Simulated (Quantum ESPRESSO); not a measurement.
# Zn3Sb (Im-3m) in Quantum ESPRESSO: settings compared, part 2 of 2

Quantum ESPRESSO 7.5.

### 3 Band structure, PBE+D3

File pw.in:

```
&CONTROL
  calculation = 'scf'
  prefix = 'pwscf'
  outdir = './tmp'
  pseudo_dir = './pseudo'
  tprnfor = .true.
  tstress = .true.
  disk_io = 'low'
/
&SYSTEM
  ibrav = 0
  nat = 4
  ntyp = 2
  ecutwfc = 45
  ecutrho = 360
  nbnd = 49
  input_dft = 'pbe'
  occupations = 'smearing'
  smearing = 'mv'
  degauss = 0.00367493
  vdw_corr = 'grimme-d3'
  dftd3_version = 3
/
&ELECTRONS
  conv_thr = 1d-06
  electron_maxstep = 120
  mixing_beta = 0.5
  diago_david_ndim = 3
/
ATOMIC_SPECIES
Zn    65.3800 zn_pbesol_v1.uspp.F.UPF
Sb   121.7600 sb_pbesol_v1.4.uspp.F.UPF
CELL_PARAMETERS angstrom
  -2.8624768800    2.8624768800    2.8624768800
   2.8624768800   -2.8624768800    2.8624768800
   2.8624768800    2.8624768800   -2.8624768800
ATOMIC_POSITIONS angstrom
Zn     2.8624768800    0.0000000000    0.0000000000
Zn     0.0000000000    2.8624768800    0.0000000000
Zn     0.0000000000    0.0000000000    2.8624768800
Sb     0.0000000000    0.0000000000    0.0000000000
K_POINTS automatic
7 7 7 0 0 0
```

File bands.in:

```
&CONTROL
  calculation = 'bands'
  prefix = 'pwscf'
  outdir = './tmp'
  pseudo_dir = './pseudo'
  disk_io = 'low'
  verbosity = 'high'
/
&SYSTEM
  ibrav = 0
  nat = 4
  ntyp = 2
  ecutwfc = 45
  ecutrho = 360
  nbnd = 49
  input_dft = 'pbe'
  occupations = 'smearing'
  smearing = 'mv'
  degauss = 0.00367493
  vdw_corr = 'grimme-d3'
  dftd3_version = 3
/
&ELECTRONS
  conv_thr = 1d-08
  electron_maxstep = 120
  mixing_beta = 0.5
  diago_david_ndim = 3
  diago_full_acc = .true.
/
ATOMIC_SPECIES
Zn    65.3800 zn_pbesol_v1.uspp.F.UPF
Sb   121.7600 sb_pbesol_v1.4.uspp.F.UPF
CELL_PARAMETERS angstrom
  -2.8624768800    2.8624768800    2.8624768800
   2.8624768800   -2.8624768800    2.8624768800
   2.8624768800    2.8624768800   -2.8624768800
ATOMIC_POSITIONS angstrom
Zn     2.8624768800    0.0000000000    0.0000000000
Zn     0.0000000000    2.8624768800    0.0000000000
Zn     0.0000000000    0.0000000000    2.8624768800
Sb     0.0000000000    0.0000000000    0.0000000000
K_POINTS crystal
60
 0.0000000000  0.0000000000  0.0000000000 1
 0.0416666667 -0.0416666667  0.0416666667 1
 0.0833333333 -0.0833333333  0.0833333333 1
 0.1250000000 -0.1250000000  0.1250000000 1
 0.1666666667 -0.1666666667  0.1666666667 1
 0.2083333333 -0.2083333333  0.2083333333 1
 0.2500000000 -0.2500000000  0.2500000000 1
 0.2916666667 -0.2916666667  0.2916666667 1
 0.3333333333 -0.3333333333  0.3333333333 1
 0.3750000000 -0.3750000000  0.3750000000 1
 0.4166666667 -0.4166666667  0.4166666667 1
 0.4583333333 -0.4583333333  0.4583333333 1
 0.5000000000 -0.5000000000  0.5000000000 1
 0.4375000000 -0.4375000000  0.5000000000 1
 0.3750000000 -0.3750000000  0.5000000000 1
 0.3125000000 -0.3125000000  0.5000000000 1
 0.2500000000 -0.2500000000  0.5000000000 1
 0.1875000000 -0.1875000000  0.5000000000 1
 0.1250000000 -0.1250000000  0.5000000000 1
 0.0625000000 -0.0625000000  0.5000000000 1
 0.0000000000  0.0000000000  0.5000000000 1
 0.0000000000  0.0000000000  0.4444444444 1
 0.0000000000  0.0000000000  0.3888888889 1
 0.0000000000  0.0000000000  0.3333333333 1
 0.0000000000  0.0000000000  0.2777777778 1
 0.0000000000  0.0000000000  0.2222222222 1
 0.0000000000  0.0000000000  0.1666666667 1
 0.0000000000  0.0000000000  0.1111111111 1
 0.0000000000  0.0000000000  0.0555555556 1
 0.0000000000  0.0000000000  0.0000000000 1
 0.0227272727  0.0227272727  0.0227272727 1
 0.0454545455  0.0454545455  0.0454545455 1
 0.0681818182  0.0681818182  0.0681818182 1
 0.0909090909  0.0909090909  0.0909090909 1
 0.1136363636  0.1136363636  0.1136363636 1
 0.1363636364  0.1363636364  0.1363636364 1
 0.1590909091  0.1590909091  0.1590909091 1
 0.1818181818  0.1818181818  0.1818181818 1
 0.2045454545  0.2045454545  0.2045454545 1
 0.2272727273  0.2272727273  0.2272727273 1
 0.2500000000  0.2500000000  0.2500000000 1
 0.2708333333  0.1875000000  0.2708333333 1
 0.2916666667  0.1250000000  0.2916666667 1
 0.3125000000  0.0625000000  0.3125000000 1
 0.3333333333  0.0000000000  0.3333333333 1
 0.3541666667 -0.0625000000  0.3541666667 1
 0.3750000000 -0.1250000000  0.3750000000 1
 0.3958333333 -0.1875000000  0.3958333333 1
 0.4166666667 -0.2500000000  0.4166666667 1
 0.4375000000 -0.3125000000  0.4375000000 1
 0.4583333333 -0.3750000000  0.4583333333 1
 0.4791666667 -0.4375000000  0.4791666667 1
 0.5000000000 -0.5000000000  0.5000000000 1
 0.2500000000  0.2500000000  0.2500000000 1
 0.2083333333  0.2083333333  0.2916666667 1
 0.1666666667  0.1666666667  0.3333333333 1
 0.1250000000  0.1250000000  0.3750000000 1
 0.0833333333  0.0833333333  0.4166666667 1
 0.0416666667  0.0416666667  0.4583333333 1
 0.0000000000  0.0000000000  0.5000000000 1
```

Potentials or basis: GBRV 1.5 PBEsol.

On the command line:

```
$ OMP_NUM_THREADS=1 pw.x -in pw.in > pw.out
$ OMP_NUM_THREADS=1 pw.x -in bands.in > bands.out
```

pw.out:

```text
This program is part of the open-source Quantum ESPRESSO suite
     for quantum simulation of materials; please cite
         "P. Giannozzi et al., J. Phys.:Condens. Matter 21 395502 (2009);
         "P. Giannozzi et al., J. Phys.:Condens. Matter 29 465901 (2017);
         "P. Giannozzi et al., J. Chem. Phys. 152 154105 (2020);
     in publications or presentations arising from this work. More details at

     IMPORTANT: XC functional enforced from input :
     Exchange-correlation= PBE
                           (   1   4   3   4   0   0   0)
     Any further DFT definition will be discarded
     Please, verify this is what you really want

     Message from routine setup:
     using ibrav=0 with symmetry is DISCOURAGED, use correct ibrav instead

     G-vector sticks info
     --------------------
     sticks:   dense  smooth     PW     G-vecs:    dense   smooth      PW
     Sum        2375    1175    345                73045    25699    4093

     Using Slab Decomposition

     bravais-lattice index     =            0
     lattice parameter (alat)  =       9.3692  a.u.
     unit-cell volume          =     633.1149 (a.u.)^3
     number of atoms/cell      =            4
     number of atomic types    =            2
     number of electrons       =        75.00
     number of Kohn-Sham states=           49
     kinetic-energy cutoff     =      45.0000  Ry
     charge density cutoff     =     360.0000  Ry
     scf convergence threshold =      1.0E-06
[... 345 lines left out ...]
     2.2740   3.8207   5.0793   5.7866   6.8255   8.1973   9.5449  10.7749
    11.9281  15.3912  15.9026  16.5837  17.9572  18.0097  18.6784  19.1176
    19.3503

          k =-0.7423-0.1237-0.1237 (  3252 PWs)   bands (ev):

  -116.9117-116.9117-116.9111 -71.2273 -71.2273 -71.2272 -71.2206 -71.2206
   -71.2205 -71.2112 -71.2112 -71.2112 -20.1179 -20.1179 -20.1045 -20.1043
   -20.1043  -0.6157   1.5671   1.6409   1.6409   1.7281   1.7479   1.7479
     1.9369   1.9369   1.9597   2.0883   2.0883   2.0948   2.1045   2.1045
     2.4246   4.2809   4.2809   6.0621   6.9522   6.9522   9.7254  11.8383
    11.8383  14.3667  16.8941  17.5684  17.5684  18.3773  18.3773  18.6184
    20.3781

          k =-0.0000-0.0000 0.7423 (  3256 PWs)   bands (ev):

  -116.9117-116.9117-116.9111 -71.2277 -71.2277 -71.2272 -71.2205 -71.2202
   -71.2202 -71.2112 -71.2112 -71.2112 -20.1182 -20.1180 -20.1044 -20.1043
   -20.1043  -0.6290   1.5451   1.6078   1.6343   1.7243   1.7368   1.7368
     1.9546   1.9546   1.9672   2.0951   2.1101   2.1101   2.1182   2.1296
     2.5605   4.4608   5.4217   5.4217   5.4373   6.6031  11.1825  11.5913
    11.5913  14.1842  16.3620  17.4321  17.4321  18.6908  18.9782  19.7488
    19.7488

     the Fermi energy is     9.0605 ev

!    total energy              =   -1570.04953847 Ry
     estimated scf accuracy    <       0.00000014 Ry
     smearing contrib. (-TS)   =       0.00001863 Ry
     internal energy E=F+TS    =   -1570.04955710 Ry

     The total energy is F=E-TS. E is the sum of the following terms:
     one-electron contribution =   -1355.45706305 Ry
     hartree contribution      =     698.56286536 Ry
     xc contribution           =    -170.32973074 Ry
     ewald contribution        =    -742.74099498 Ry
     DFT-D3 Dispersion         =      -0.08463369 Ry

     convergence has been achieved in   7 iterations

     Forces acting on atoms (cartesian axes, Ry/au):

     atom    1 type  1   force =    -0.00000000   -0.00000000   -0.00000000
     atom    2 type  1   force =     0.00000000   -0.00000000   -0.00000000
     atom    3 type  1   force =    -0.00000000   -0.00000000   -0.00000000
     atom    4 type  2   force =    -0.00000000   -0.00000000   -0.00000000

     Total force =     0.000000     Total SCF correction =     0.000000

     Computing stress (Cartesian axis) and pressure

          total   stress  (Ry/bohr**3)                   (kbar)     P=      -54.15
  -0.00036811  -0.00000000  -0.00000000          -54.15       -0.00       -0.00
  -0.00000000  -0.00036811  -0.00000000           -0.00      -54.15       -0.00
  -0.00000000  -0.00000000  -0.00036811           -0.00       -0.00      -54.15

=------------------------------------------------------------------------------=
   JOB DONE.
=------------------------------------------------------------------------------=
```

Run time: 67 s. Hardware: 1 thread of Intel Xeon 6975P-C (Granite Rapids), shared host; peak memory 0.35 GiB.

What came out:

```
Free energy            : -21361.6122 eV
Pressure               : -5.4 GPa
Band gap on the k mesh : none (metal or under the smearing width)
```

Levels at the corners of the path, in eV from the Fermi level:
```tsv
point	band 35	band 36	band 37	band 38	band 39	band 40	band 41	band 42
Γ	-1.80	-1.80	-1.80	0.43	0.43	1.00	1.00	1.00
H	-3.74	-3.74	-3.70	-3.70	2.78	2.78	2.78	4.25
N	-3.09	-2.54	-2.26	-0.08	1.82	2.72	3.24	3.51
Γ	-1.80	-1.80	-1.80	0.43	0.43	1.00	1.00	1.00
P	-4.98	-4.98	2.06	2.06	2.06	3.96	3.96	4.30
H	-3.74	-3.74	-3.70	-3.70	2.78	2.78	2.78	4.25
P	-4.98	-4.98	2.06	2.06	2.06	3.96	3.96	4.30
N	-3.09	-2.54	-2.26	-0.08	1.82	2.72	3.24	3.51
```

Caveat: the potentials were made for another functional, which shifts forces and pressure; spin-orbit coupling is left out, which moves the levels of the heavy elements; pairwise dispersion overbinds metals, which lowers pressure and volume.
